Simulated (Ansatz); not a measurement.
# CH6Ge (singlet): from Hartree-Fock to the top rungs at a displaced geometry (v1), cc-pVDZ

An exercise on one series of results from a longer session: the logs are not shown, and one member is left open.

The runs use Ansatz 0.2.0, Gaussian basis; cc-pVDZ, core rule «outside noble gas», up to 15 orbitals frozen.

To be run: UHF; CCSD(T) on RHF; BCCD(T) on RHF; CISD; CCSDT(Q) on RHF; CASSCF and NEVPT2, 8 electrons in 8 orbitals.

9 further runs of the same task are left out: 5 that didn't finish, 4 set aside as unsound or not needed. Runs told in other sessions of the task aren't counted.

### The geometry

The geometry is a PBE0/def2-TZVP stationary point (not a proven minimum) with its atoms shifted at random (size 0.040 Å). No spin-orbit coupling is included. The filled d shell of Ge may be among the frozen orbitals whatever the setting's name suggests.

8 atoms, charge 0, spin multiplicity 1.

Atoms are counted from 1 here; the program's logs count them from 0.

Bond lengths: Ge1–C2 1.953 Å, Ge1–H3 1.565 Å, Ge1–H4 1.550 Å, Ge1–H5 1.638 Å, C2–H6 1.080 Å, C2–H7 1.110 Å, C2–H8 1.107 Å. Angles: C2–Ge1–H3 108.7°, C2–Ge1–H4 112.5°, C2–Ge1–H5 112.3°, H3–Ge1–H4 111.2°, H3–Ge1–H5 105.7°, H4–Ge1–H5 106.2°, Ge1–C2–H6 109.1°, Ge1–C2–H7 110.1°, Ge1–C2–H8 112.8°, H6–C2–H7 113.4°, H6–C2–H8 106.8°, H7–C2–H8 104.6°.

Coordinates:

| atom | x (Å) | y (Å) | z (Å) |
| --- | --- | --- | --- |
| Ge1 | -0.3175 | 0.0004 | 0.0042 |
| C2 | 1.6350 | -0.0071 | -0.0078 |
| H3 | -0.8144 | 1.4837 | -0.0433 |
| H4 | -0.9071 | -0.7481 | 1.2267 |
| H5 | -0.9505 | -0.7214 | -1.3233 |
| H6 | 1.9842 | -1.0287 | -0.0393 |
| H7 | 2.0235 | 0.5654 | 0.8605 |
| H8 | 2.0610 | 0.5045 | -0.8920 |

The first run:

Input file in.yaml:

```yaml
crystal:
  periodic: [false, false, false]
  atoms:
    - {symbol: Ge, position_ang: [-0.317471, 0.000407, 0.004207]}
    - {symbol: C, position_ang: [1.634996, -0.007115, -0.007757]}
    - {symbol: H, position_ang: [-0.814370, 1.483666, -0.043271]}
    - {symbol: H, position_ang: [-0.907060, -0.748094, 1.226657]}
    - {symbol: H, position_ang: [-0.950528, -0.721416, -1.323278]}
    - {symbol: H, position_ang: [1.984155, -1.028681, -0.039330]}
    - {symbol: H, position_ang: [2.023526, 0.565403, 0.860489]}
    - {symbol: H, position_ang: [2.060951, 0.504540, -0.892025]}
basis:
  gaussian: {orbitals: cc-pVDZ}
magnetization: {spin_polarized: true, initial_magnetization: 0}
hamiltonian: {xc: hf}
output: {orbitals: {seedname: orbitals}}
```

Run with:

```console
$ ansatz run in.yaml --threads 1 --pin off --events-out ev --progress --plain --max-ram 2393MiB
```

Steps of the session up to this table: UHF; CCSD(T) on RHF; BCCD(T) on RHF; CISD; CCSDT(Q) on RHF; CASSCF and NEVPT2, 8 electrons in 8 orbitals.

One table of the session follows, with a row left open; its other results are not shown here.

```
         method  from RCCSDT(Q) (meV)
            RHF               +8351.1
           RMP2               +1381.8
           CISD                +976.7
          RCCSD                +227.2
       RCCSD(T)                     ?
        BCCD(T)                 +32.1
         RCCSDT                  +9.1
      RCCSDT(Q)                     0
CASSCF frontier               +6072.1
NEVPT2 frontier               +1467.0
```

Q: Estimate the row for RCCSD(T) from the others.

As computed: from RCCSDT(Q) (meV): +33.0. In the column «from RCCSDT(Q) (meV)» it lies between BCCD(T) (+32.1) and RCCSD (+227.2).
